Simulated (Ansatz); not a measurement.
# AlB₂ClH₂ (SMILES [Cl][Al]1[BH][BH]1): energies and forces away from the minimum, part 2 of 2

Ansatz 0.2.0, Gaussian basis. Earlier steps stand in the parts before.

## 4. Structure 3, width 0.12 Å

File pbe-tzvpp/in.yaml:

```yaml
crystal:
  periodic: [false, false, false]
  atoms:
    - {symbol: Cl, position_ang: [-1.241930, -2.657776, 0.063904]}
    - {symbol: Al, position_ang: [-0.215116, -0.931883, -0.166268]}
    - {symbol: B, position_ang: [1.053055, 0.668490, -0.279630]}
    - {symbol: B, position_ang: [-0.022150, 1.360761, 0.405545]}
    - {symbol: H, position_ang: [1.792832, 0.202953, -0.947383]}
    - {symbol: H, position_ang: [-1.186202, 1.582871, 0.930845]}
basis:
  gaussian: {orbitals: def2-TZVPP}
hamiltonian: {xc: pbe, dispersion: d4}
output: {forces: true}
```

r2scan-tzvpp/in.yaml, as changes to pbe-tzvpp/in.yaml:

```diff
-hamiltonian: {xc: pbe, dispersion: d4}
+hamiltonian: {xc: r2scan, dispersion: d4}
```

pbe0-tzvpp/in.yaml:

```diff
-hamiltonian: {xc: pbe, dispersion: d4}
-output: {forces: true}
+hamiltonian: {xc: pbe0, dispersion: d4}
+output: {forces: true, orbitals: {seedname: orbitals}}
```

wb97mv-tzvpp/in.yaml:

```diff
-hamiltonian: {xc: pbe, dispersion: d4}
+hamiltonian: {xc: {name: wB97M-V}}
```

ccsdt-tzvpp/in.yaml:

```diff
-hamiltonian: {xc: pbe, dispersion: d4}
+correlation: {method: ccsd_t}
```

Each run has its own folder and the same command.

On the command line:

```console
> ansatz run in.yaml --threads 2 --pin off --events-out ev --progress --plain --max-ram 4352MiB
```

Log of pbe-tzvpp (excerpt; [...] marks lines left out):

```text
Functional definition: PBE
  name "PBE"
  cite "Perdew, Burke & Ernzerhof, Phys. Rev. Lett. 77, 3865 (1996) doi:10.1103/PhysRevLett.77.3865"
  parent pbe
[...]
1019 factors; their error is unknown
[...]
mean field -20493.50619010 eV, -753.1224614886 hartree, gradient 3.7e-5 eV, S^2 0.000000; 0 other end points of the search recorded, 0 dependent functions left out
[...]
reference -20493.50623280 eV, -753.1224630578 hartree; 21, 21 occupied and 153, 153 virtual orbitals, 1019 factors
Total energy: -20493.62760797 eV, -753.1269235132 hartree
Atom 0 at    -1.241930    -2.657776     0.063904 Å, force    -0.660638    -1.216469     0.055633 eV/Å
Atom 1 at    -0.215116    -0.931883    -0.166268 Å, force     0.655418     2.301352     0.339352 eV/Å
Atom 2 at     1.053055     0.668490    -0.279630 Å, force    -0.532876     0.068139     0.501058 eV/Å
Atom 3 at    -0.022150     1.360761     0.405545 Å, force    -3.555808    -0.114994     1.298369 eV/Å
Atom 4 at     1.792832     0.202953    -0.947383 Å, force     2.225443    -0.994249    -1.602240 eV/Å
Atom 5 at    -1.186202     1.582871     0.930845 Å, force     1.868461    -0.043779    -0.592171 eV/Å
Dipole moment:    -0.162274    -0.424342    -0.102818 e Å
```

r2scan-tzvpp printed (excerpt; [...] marks lines left out):

```text
[... 5 set-up lines as earlier in the session ...]
[...]
1019 factors; their error is unknown
[...]
mean field -20502.09109702 eV, -753.4379509989 hartree, gradient 7.5e-5 eV, S^2 0.000000; 0 other end points of the search recorded, 0 dependent functions left out
[...]
reference -20502.09110973 eV, -753.4379514662 hartree; 21, 21 occupied and 153, 153 virtual orbitals, 1019 factors
Total energy: -20502.11900768 eV, -753.4389766967 hartree
Atom 0 at    -1.241930    -2.657776     0.063904 Å, force    -0.539449    -1.018764     0.020553 eV/Å
Atom 1 at    -0.215116    -0.931883    -0.166268 Å, force     0.597317     2.264699     0.399345 eV/Å
Atom 2 at     1.053055     0.668490    -0.279630 Å, force    -0.666023     0.008255     0.502749 eV/Å
Atom 3 at    -0.022150     1.360761     0.405545 Å, force    -3.582464    -0.284320     1.233594 eV/Å
Atom 4 at     1.792832     0.202953    -0.947383 Å, force     2.146815    -0.911616    -1.503908 eV/Å
Atom 5 at    -1.186202     1.582871     0.930845 Å, force     2.043804    -0.058254    -0.652332 eV/Å
Dipole moment:    -0.167515    -0.438641    -0.107270 e Å
```

pbe0-tzvpp printed (excerpt; [...] marks lines left out):

```text
[... 5 set-up lines as earlier in the session ...]
[...]
1081 factors; their error is unknown
[...]
mean field -20495.33161576 eV, -753.1895446446 hartree, gradient 4.6e-5 eV, S^2 0.000000; 0 other end points of the search recorded, 0 dependent functions left out
[...]
reference -20495.33164779 eV, -753.1895458214 hartree; 21, 21 occupied and 153, 153 virtual orbitals, 1081 factors
Total energy: -20495.43532743 eV, -753.1933559781 hartree
Atom 0 at    -1.241930    -2.657776     0.063904 Å, force    -0.516817    -0.986782     0.012803 eV/Å
Atom 1 at    -0.215116    -0.931883    -0.166268 Å, force     0.554688     2.199201     0.410271 eV/Å
Atom 2 at     1.053055     0.668490    -0.279630 Å, force    -0.691184     0.025303     0.520861 eV/Å
Atom 3 at    -0.022150     1.360761     0.405545 Å, force    -3.572089    -0.259291     1.242608 eV/Å
Atom 4 at     1.792832     0.202953    -0.947383 Å, force     2.188915    -0.921045    -1.533788 eV/Å
Atom 5 at    -1.186202     1.582871     0.930845 Å, force     2.036486    -0.057387    -0.652755 eV/Å
Dipole moment:    -0.171478    -0.434344    -0.107804 e Å
```

Output in wb97mv-tzvpp (excerpt; [...] marks lines left out):

```text
[... 5 set-up lines as earlier in the session ...]
  # Of w^i u^j: cxij and so on, Table III.
[...]
  gx(w, u) = 1 - cx + cx01*u + cx10*w
  gss(w, u) = css00 + css04*u^4 + css10*w + css20*w^2 + css43*w^4*u^3
  gos(w, u) = cos00 + cos10*w + (cos20 + cos21*u)*w^2 + (cos60 + cos61*u)*w^6
[...]
      + integral(e_c_pw_mod_opposite_spin*gos(b97_w_opposite, b97_u_opposite)) + vv10(b, c)
1038 factors; their error is unknown
238 factors; integrals over basis functions are off by at most 2.7e-5 eV
[...]
mean field -20502.76424028 eV, -753.4626885576 hartree, gradient 8.4e-5 eV, S^2 0.000000; 0 other end points of the search recorded, 0 dependent functions left out
[...]
reference -20502.76428951 eV, -753.4626903667 hartree; 21, 21 occupied and 153, 153 virtual orbitals, 1038 factors
Total energy: -20502.76428951 eV, -753.4626903667 hartree
Atom 0 at    -1.241930    -2.657776     0.063904 Å, force    -0.529619    -1.012608     0.008863 eV/Å
Atom 1 at    -0.215116    -0.931883    -0.166268 Å, force     0.538684     2.221647     0.437820 eV/Å
Atom 2 at     1.053055     0.668490    -0.279630 Å, force    -0.787086     0.058504     0.521701 eV/Å
Atom 3 at    -0.022150     1.360761     0.405545 Å, force    -3.461405    -0.378500     1.163499 eV/Å
Atom 4 at     1.792832     0.202953    -0.947383 Å, force     2.103564    -0.814766    -1.429683 eV/Å
Atom 5 at    -1.186202     1.582871     0.930845 Å, force     2.135862    -0.074278    -0.702199 eV/Å
Dipole moment:    -0.182897    -0.459139    -0.114261 e Å
```

ccsdt-tzvpp printed (excerpt; [...] marks lines left out):

```text
[... 4 set-up lines as earlier in the session ...]
[...]
1040 factors; integrals over basis functions are off by at most 9.9e-4 eV
[...]
mean field -20461.08496363 eV, -751.9310033920 hartree, gradient 3.2e-6 eV, S^2 0.000000; 0 other end points of the search recorded, 0 dependent functions left out
12 core orbitals not correlated: weight in the atoms' cores, before any rotation towards them, 1.000 or more for the frozen orbitals, at most 0.000 for the correlated occupied ones
reference -20461.08496363 eV, -751.9310033920 hartree; 9, 9 occupied and 153, 153 virtual orbitals, 1040 factors
second order -12.67684532 eV of doubles, -0.00000000 eV of singles
cycle   1  -13.22583604 eV  change   -5.5e-1 eV  update   9.0e-2
[...]
cycle  14  -13.63889016 eV  change    2.2e-7 eV  update   1.7e-6
perturbative correction -0.74928650 eV, -0.0275357710 hartree
[...]
working
working
working
Total energy: -20475.47314030 eV, -752.4597591318 hartree
Atom 0 at    -1.241930    -2.657776     0.063904 Å, force    -0.580700    -1.105465     0.027487 eV/Å
Atom 1 at    -0.215116    -0.931883    -0.166268 Å, force     0.514844     2.177427     0.400313 eV/Å
Atom 2 at     1.053055     0.668490    -0.279630 Å, force    -0.313034    -0.080471     0.332675 eV/Å
Atom 3 at    -0.022150     1.360761     0.405545 Å, force    -3.826898    -0.021586     1.417128 eV/Å
Atom 4 at     1.792832     0.202953    -0.947383 Å, force     2.184773    -0.900122    -1.529853 eV/Å
Atom 5 at    -1.186202     1.582871     0.930845 Å, force     2.021015    -0.069783    -0.647750 eV/Å
Dipole moment:    -0.173597    -0.455774    -0.108030 e Å
```

They took 3.9 s (pbe-tzvpp), 8.5 s (r2scan-tzvpp), 7 s (pbe0-tzvpp), 19 s (wb97mv-tzvpp), 4 min (ccsdt-tzvpp) on 2 threads of Arm Neoverse N1, shared host; peak memory 2.5 GiB.

| method | RMS force component (eV/Å) | RMS error against CCSD(T) (eV/Å) | angle to CCSD(T) forces (°) | dipole (D) |
| --- | --- | --- | --- | --- |
| PBE-D4 | 1.394 | 0.128 | 5.2 | 2.24 |
| r2SCAN-D4 | 1.383 | 0.140 | 5.6 | 2.31 |
| PBE0-D4 | 1.379 | 0.142 | 5.6 | 2.30 |
| wB97M-V | 1.360 | 0.192 | 7.6 | 2.44 |
| CCSD(T) | 1.415 | reference | reference | 2.40 |

## 5. Structure 4, width 0.12 Å

File pbe-tzvpp/in.yaml:

```yaml
crystal:
  periodic: [false, false, false]
  atoms:
    - {symbol: Cl, position_ang: [-1.205391, -2.810114, 0.036516]}
    - {symbol: Al, position_ang: [-0.234105, -0.691000, -0.020911]}
    - {symbol: B, position_ang: [0.992523, 0.606597, -0.493688]}
    - {symbol: B, position_ang: [0.018386, 1.138565, 0.398608]}
    - {symbol: H, position_ang: [1.796705, -0.110479, -1.058446]}
    - {symbol: H, position_ang: [-1.059964, 1.595821, 0.704683]}
basis:
  gaussian: {orbitals: def2-TZVPP}
hamiltonian: {xc: pbe, dispersion: d4}
output: {forces: true}
```

r2scan-tzvpp/in.yaml differs from pbe-tzvpp/in.yaml so:

```diff
-hamiltonian: {xc: pbe, dispersion: d4}
+hamiltonian: {xc: r2scan, dispersion: d4}
```

pbe0-tzvpp/in.yaml:

```diff
-hamiltonian: {xc: pbe, dispersion: d4}
-output: {forces: true}
+hamiltonian: {xc: pbe0, dispersion: d4}
+output: {forces: true, orbitals: {seedname: orbitals}}
```

wb97mv-tzvpp/in.yaml:

```diff
-hamiltonian: {xc: pbe, dispersion: d4}
+hamiltonian: {xc: {name: wB97M-V}}
```

ccsdt-tzvpp/in.yaml:

```diff
-hamiltonian: {xc: pbe, dispersion: d4}
+correlation: {method: ccsd_t}
```

Each run has its own folder and the same command.

On the command line:

```console
> ansatz run in.yaml --threads 2 --pin off --events-out ev --progress --plain --max-ram 4352MiB
```

Log of pbe-tzvpp (excerpt; [...] marks lines left out):

```text
[... 4 set-up lines as earlier in the session ...]
[...]
1019 factors; their error is unknown
[...]
mean field -20493.17386159 eV, -753.1102486411 hartree, gradient 4.7e-5 eV, S^2 0.000000; 0 other end points of the search recorded, 0 dependent functions left out
[...]
reference -20493.17390336 eV, -753.1102501764 hartree; 21, 21 occupied and 153, 153 virtual orbitals, 1019 factors
Total energy: -20493.29304926 eV, -753.1146287072 hartree
Atom 0 at    -1.205391    -2.810114     0.036516 Å, force     0.923318     2.002246    -0.076004 eV/Å
Atom 1 at    -0.234105    -0.691000    -0.020911 Å, force    -3.200106    -6.126541     0.344731 eV/Å
Atom 2 at     0.992523     0.606597    -0.493688 Å, force     3.819311     0.977009    -2.202153 eV/Å
Atom 3 at     0.018386     1.138565     0.398608 Å, force    -1.702354     3.181798     1.365695 eV/Å
Atom 4 at     1.796705    -0.110479    -1.058446 Å, force    -0.246466     0.204869     0.292346 eV/Å
Atom 5 at    -1.059964     1.595821     0.704683 Å, force     0.406297    -0.239382     0.275384 eV/Å
Dipole moment:     0.022078     0.026157    -0.048462 e Å
```

Log of r2scan-tzvpp (excerpt; [...] marks lines left out):

```text
[... 5 set-up lines as earlier in the session ...]
[...]
1019 factors; their error is unknown
[...]
mean field -20501.72566163 eV, -753.4245214962 hartree, gradient 6.3e-5 eV, S^2 0.000000; 0 other end points of the search recorded, 0 dependent functions left out
[...]
reference -20501.72567410 eV, -753.4245219543 hartree; 21, 21 occupied and 153, 153 virtual orbitals, 1019 factors
Total energy: -20501.75301069 eV, -753.4255265555 hartree
Atom 0 at    -1.205391    -2.810114     0.036516 Å, force     1.024126     2.220404    -0.085046 eV/Å
Atom 1 at    -0.234105    -0.691000    -0.020911 Å, force    -3.268926    -6.290108     0.349267 eV/Å
Atom 2 at     0.992523     0.606597    -0.493688 Å, force     3.720352     0.991384    -2.112549 eV/Å
Atom 3 at     0.018386     1.138565     0.398608 Å, force    -1.673345     3.110110     1.212446 eV/Å
Atom 4 at     1.796705    -0.110479    -1.058446 Å, force    -0.354684     0.273871     0.383142 eV/Å
Atom 5 at    -1.059964     1.595821     0.704683 Å, force     0.552477    -0.305661     0.252739 eV/Å
Dipole moment:     0.021208     0.024236    -0.050826 e Å
```

Log of pbe0-tzvpp (excerpt; [...] marks lines left out):

```text
[... 5 set-up lines as earlier in the session ...]
[...]
1081 factors; their error is unknown
[...]
mean field -20494.95329852 eV, -753.1756417424 hartree, gradient 3.1e-5 eV, S^2 0.000000; 0 other end points of the search recorded, 0 dependent functions left out
[...]
reference -20494.95333015 eV, -753.1756429046 hartree; 21, 21 occupied and 153, 153 virtual orbitals, 1081 factors
Total energy: -20495.05500510 eV, -753.1793793901 hartree
Atom 0 at    -1.205391    -2.810114     0.036516 Å, force     1.040673     2.257399    -0.085535 eV/Å
Atom 1 at    -0.234105    -0.691000    -0.020911 Å, force    -3.282333    -6.320784     0.349391 eV/Å
Atom 2 at     0.992523     0.606597    -0.493688 Å, force     3.682256     0.993569    -2.060642 eV/Å
Atom 3 at     0.018386     1.138565     0.398608 Å, force    -1.640564     3.095593     1.168531 eV/Å
Atom 4 at     1.796705    -0.110479    -1.058446 Å, force    -0.342850     0.274620     0.367063 eV/Å
Atom 5 at    -1.059964     1.595821     0.704683 Å, force     0.542818    -0.300398     0.261192 eV/Å
Dipole moment:     0.022804     0.030299    -0.049988 e Å
```

wb97mv-tzvpp printed (excerpt; [...] marks lines left out):

```text
[... 5 set-up lines as earlier in the session ...]
  # Of w^i u^j: cxij and so on, Table III.
[...]
  gx(w, u) = 1 - cx + cx01*u + cx10*w
  gss(w, u) = css00 + css04*u^4 + css10*w + css20*w^2 + css43*w^4*u^3
  gos(w, u) = cos00 + cos10*w + (cos20 + cos21*u)*w^2 + (cos60 + cos61*u)*w^6
[...]
      + integral(e_c_pw_mod_opposite_spin*gos(b97_w_opposite, b97_u_opposite)) + vv10(b, c)
1038 factors; their error is unknown
238 factors; integrals over basis functions are off by at most 3.4e-5 eV
[...]
mean field -20502.36688899 eV, -753.4480861668 hartree, gradient 1.4e-5 eV, S^2 0.000000; 0 other end points of the search recorded, 0 dependent functions left out
[...]
reference -20502.36693854 eV, -753.4480879879 hartree; 21, 21 occupied and 153, 153 virtual orbitals, 1038 factors
Total energy: -20502.36693854 eV, -753.4480879879 hartree
Atom 0 at    -1.205391    -2.810114     0.036516 Å, force     1.052521     2.286460    -0.088840 eV/Å
Atom 1 at    -0.234105    -0.691000    -0.020911 Å, force    -3.311555    -6.380268     0.364335 eV/Å
Atom 2 at     0.992523     0.606597    -0.493688 Å, force     3.570303     1.032784    -1.889379 eV/Å
Atom 3 at     0.018386     1.138565     0.398608 Å, force    -1.549293     3.036278     0.972389 eV/Å
Atom 4 at     1.796705    -0.110479    -1.058446 Å, force    -0.421782     0.363937     0.404120 eV/Å
Atom 5 at    -1.059964     1.595821     0.704683 Å, force     0.659807    -0.339191     0.237375 eV/Å
Dipole moment:     0.012144     0.012755    -0.048758 e Å
```

ccsdt-tzvpp printed (excerpt; [...] marks lines left out):

```text
[... 4 set-up lines as earlier in the session ...]
[...]
1039 factors; integrals over basis functions are off by at most 1.0e-3 eV
[...]
mean field -20460.46432494 eV, -751.9081953406 hartree, gradient 1.8e-6 eV, S^2 0.000000; 0 other end points of the search recorded, 0 dependent functions left out
12 core orbitals not correlated: weight in the atoms' cores, before any rotation towards them, 1.000 or more for the frozen orbitals, at most 0.000 for the correlated occupied ones
reference -20460.46432494 eV, -751.9081953406 hartree; 9, 9 occupied and 153, 153 virtual orbitals, 1039 factors
second order -12.84698968 eV of doubles, -0.00000000 eV of singles
cycle   1  -13.37080088 eV  change   -5.2e-1 eV  update   8.9e-2
[...]
cycle  13  -13.78906518 eV  change   -5.4e-6 eV  update   2.1e-6
perturbative correction -0.75721662 eV, -0.0278271976 hartree
[...]
working
working
working
Total energy: -20475.01060674 eV, -752.4427613370 hartree
Atom 0 at    -1.205391    -2.810114     0.036516 Å, force     1.064745     2.311099    -0.087875 eV/Å
Atom 1 at    -0.234105    -0.691000    -0.020911 Å, force    -3.443369    -6.689220     0.355978 eV/Å
Atom 2 at     0.992523     0.606597    -0.493688 Å, force     4.127336     0.989286    -2.424047 eV/Å
Atom 3 at     0.018386     1.138565     0.398608 Å, force    -1.939739     3.429193     1.530199 eV/Å
Atom 4 at     1.796705    -0.110479    -1.058446 Å, force    -0.358314     0.255802     0.379781 eV/Å
Atom 5 at    -1.059964     1.595821     0.704683 Å, force     0.549341    -0.296160     0.245964 eV/Å
Dipole moment:     0.002178    -0.016347    -0.046837 e Å
```

They took 3.7 s (pbe-tzvpp), 8 s (r2scan-tzvpp), 6.5 s (pbe0-tzvpp), 19 s (wb97mv-tzvpp), 3.8 min (ccsdt-tzvpp) on 2 threads of Arm Neoverse N1, shared host; peak memory 2.5 GiB.

| method | RMS force component (eV/Å) | RMS error against CCSD(T) (eV/Å) | angle to CCSD(T) forces (°) | dipole (D) |
| --- | --- | --- | --- | --- |
| PBE-D4 | 2.218 | 0.214 | 1.5 | 0.28 |
| r2SCAN-D4 | 2.241 | 0.202 | 2.1 | 0.29 |
| PBE0-D4 | 2.239 | 0.214 | 2.7 | 0.30 |
| wB97M-V | 2.226 | 0.275 | 4.7 | 0.25 |
| CCSD(T) | 2.424 | reference | reference | 0.24 |

## 6. All structures together

Energy above the minimum (eV):

| structure | width (Å) | PBE-D4 | r2SCAN-D4 | PBE0-D4 | wB97M-V | Hartree-Fock | MP2 | CCSD | CCSD(T) |
| --- | --- | --- | --- | --- | --- | --- | --- | --- | --- |
| 1 | 0.06 | 0.166 | 0.192 | 0.189 | 0.212 | 0.218 | 0.199 | 0.193 | 0.182 |
| 2 | 0.12 | 0.504 | 0.556 | 0.558 | 0.591 | 0.576 | 0.588 | 0.539 | 0.519 |
| 3 | 0.12 | 0.596 | 0.600 | 0.599 | 0.592 | 0.561 | 0.609 | 0.592 | 0.595 |
| 4 | 0.12 | 0.930 | 0.966 | 0.979 | 0.990 | 1.182 | 1.059 | 1.062 | 1.058 |

What each level costs and misses (shared host):

| method | mean energy error from CCSD(T) (eV) | mean time a point |
| --- | --- | --- |
| PBE-D4 | 0.039 | 3.8 s |
| r2SCAN-D4 | 0.036 | 8.3 s |
| PBE0-D4 | 0.032 | 6.9 s |
| wB97M-V | 0.043 | 19 s |
| Hartree-Fock | 0.063 | part of the CCSD(T) run |
| MP2 | 0.025 | part of the CCSD(T) run |
| CCSD | 0.010 | part of the CCSD(T) run |
| CCSD(T) | 0 | 4 min |

The best functional, PBE0-D4, misses by 0.032 eV and takes 6.9 s a point, against 4 min for CCSD(T).

## 7. What came out

What follows sums up all 2 parts.

```
                         quantity                                                                                                      value
energy above the minimum, CCSD(T)                                                                              0.182, 0.519, 0.595, 1.058 eV
                mean energy error  PBE-D4 0.039, r2SCAN-D4 0.036, PBE0-D4 0.032, wB97M-V 0.043, Hartree-Fock 0.063, MP2 0.025, CCSD 0.010 eV
             mean RMS force error                                           PBE-D4 0.161, r2SCAN-D4 0.162, PBE0-D4 0.169, wB97M-V 0.223 eV/Å
            largest T1 diagnostic                                                                                                      0.016
```

CCSD gives the best energies and Hartree-Fock the worst. For forces PBE-D4 is best, off by 11 % of the typical force, and wB97M-V worst (16 %); with few structures and a triple-zeta reference, gaps of a few points rank nothing.
